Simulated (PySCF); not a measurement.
# IIn: the cost of one run

Computed with PySCF 2.14.0. Level: each script names its method and basis.

3 further runs of the same task are left out: 1 for a known fault of the program, 2 that didn't finish.

## 1. The system as given

InI⁺: 2 atoms, charge 1, spin multiplicity 2.

Bond lengths: In1–I2 2.800 Å.

## 2. Base script

The input, input.py:

```python
from pyscf import gto, dft
from pyscf.geomopt.geometric_solver import optimize

mol = gto.M(
    atom='In 0 0 0; I 0 0 2.8',
    basis='lanl2dz',
    ecp={'In': 'lanl2dz', 'I': 'lanl2dz'},
    charge=1,
    spin=1,
    verbose=4,
)
mf = dft.UKS(mol, xc='tpssh')
mf.kernel()
g = mf.nuc_grad_method()
g.grid_response = True
mol_eq = optimize(g.as_scanner(), maxsteps=30)
print('optimised geometry (angstrom)')
print(mol_eq.tostring('raw'))
print('orbital energies (hartree):', [e[max(0, n-3):n+3].round(4) for e, n in zip(mf.mo_energy, mol.nelec)])
```

The run is started by

```
$ OMP_NUM_THREADS=1 python input.py
```

What time and memory should one allow on 1 thread of Arm Neoverse V1, shared host?

About 4.4 s, with a peak of 0.21 GiB.
